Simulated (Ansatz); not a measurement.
# C₇H₆O₅SW: geometry optimisation

What shape does C₇H₆O₅SW take? The plan is to relax it, and look at its orbitals and charge.

Program: Ansatz 0.2.0, Gaussian basis. Level of theory: RKS PBE0-D4/def2-TZVP. These are calculated values, not measurements.

Levels to be run: relaxation at PBE0-D4/def2-TZVP; a single point in def2-TZVPP for the fields.

## Step 1: The starting structure

SMILES `C[S+](C)[W-6]([C]#[O+])([C]#[O+])([C]#[O+])([C]#[O+])[C]#[O+]`, 20 atoms, charge 0, spin multiplicity 1.

Atoms are counted from 1 here; the program's logs count them from 0.

Bond lengths: C1–S2 1.817 Å, C1–H15 1.086 Å, C1–H16 1.087 Å, C1–H17 1.086 Å, S2–C3 1.817 Å, S2–W4 2.644 Å, C3–H18 1.086 Å, C3–H19 1.087 Å, C3–H20 1.087 Å, W4–C5 1.997 Å, W4–C7 1.995 Å, W4–C9 1.992 Å, W4–C11 1.977 Å, W4–C13 2.002 Å, C5–O6 1.140 Å, C7–O8 1.140 Å, C9–O10 1.142 Å, C11–O12 1.143 Å and more. Angles: S2–C1–H15 107.3°, S2–C1–H16 108.8°, S2–C1–H17 110.2°, H15–C1–H16 109.7°, H15–C1–H17 110.1°, H16–C1–H17 110.6°, C1–S2–C3 98.6°, C1–S2–W4 104.2°, C3–S2–W4 104.7°, S2–C3–H18 107.2°, S2–C3–H19 108.8°, S2–C3–H20 110.2°, H18–C3–H19 109.7°, H18–C3–H20 110.2°, H19–C3–H20 110.7°, S2–W4–C5 88.7°, S2–W4–C7 90.6°, S2–W4–C9 90.3° and more.

The start is a GFN2-xTB geometry. W takes the def2 core potential; no spin-orbit term is included.

## Step 2: Geometry optimisation, PBE0-D4/def2-TZVP

in.yaml reads:

```yaml
crystal:
  periodic: [false, false, false]
  atoms:
    - {symbol: C, position_ang: [-1.718670, -0.044470, 1.755380]}
    - {symbol: S, position_ang: [-1.449150, -0.623450, 0.054580]}
    - {symbol: C, position_ang: [-0.819720, -2.285420, 0.430650]}
    - {symbol: W, position_ang: [0.672470, 0.727180, -0.761540]}
    - {symbol: C, position_ang: [-0.206370, 2.403720, -0.124060]}
    - {symbol: O, position_ang: [-0.692410, 3.368320, 0.239120]}
    - {symbol: C, position_ang: [1.531060, -0.959660, -1.393370]}
    - {symbol: O, position_ang: [2.048280, -1.910060, -1.752790]}
    - {symbol: C, position_ang: [1.528720, 0.477990, 1.020190]}
    - {symbol: O, position_ang: [2.039800, 0.332670, 2.031540]}
    - {symbol: C, position_ang: [2.249770, 1.754520, -1.367040]}
    - {symbol: O, position_ang: [3.159770, 2.348080, -1.721560]}
    - {symbol: C, position_ang: [-0.207800, 0.943910, -2.546180]}
    - {symbol: O, position_ang: [-0.683350, 1.069550, -3.571690]}
    - {symbol: H, position_ang: [-2.040390, 0.991150, 1.697470]}
    - {symbol: H, position_ang: [-2.501070, -0.647280, 2.210300]}
    - {symbol: H, position_ang: [-0.798160, -0.118830, 2.327440]}
    - {symbol: H, position_ang: [-0.598350, -2.766570, -0.517530]}
    - {symbol: H, position_ang: [-1.594110, -2.842970, 0.952060]}
    - {symbol: H, position_ang: [0.079650, -2.218390, 1.037040]}
basis:
  gaussian: {orbitals: def2-TZVP}
hamiltonian: {xc: pbe0, dispersion: d4}
relax: {f_tol: 0.005, max_steps: 150}
```

On the command line:

```console
$ ansatz run in.yaml --threads 10 --pin off --events-out ev --progress --plain --max-ram 110592MiB --backend cuda --devices 0, --max-vram 75GiB
```

After this run come: Fields at the relaxed geometry.

Before running them: what should the planned runs give, taken together? Wanted: point group; shift from the start; total energy; dispersion term; dipole moment; HOMO, LUMO.

The runs gave:

| quantity | value |
| --- | --- |
| point group | Cs |
| steps | 18 |
| shift from the start (rms) | 0.203 Å |
| total energy | -30241.4080 eV |
| dispersion term | -722 meV |
| dipole moment | 5.74 D |
| HOMO, LUMO | -6.24, -1.81 eV |

The atoms moved 0.20 Å (rms) from the start; the bond that changed most is S2–W4, from 2.644 to 2.555 Å. No vibrations were run, so it is not proven to be a minimum. The largest Mulliken charge, -0.37 e, sits on C3. The HOMO lies mostly on W4 38 %; C9, C11, C13 about 10 % each and the LUMO on 4 C atoms about 14 % each; 4 O atoms about 6 % each.
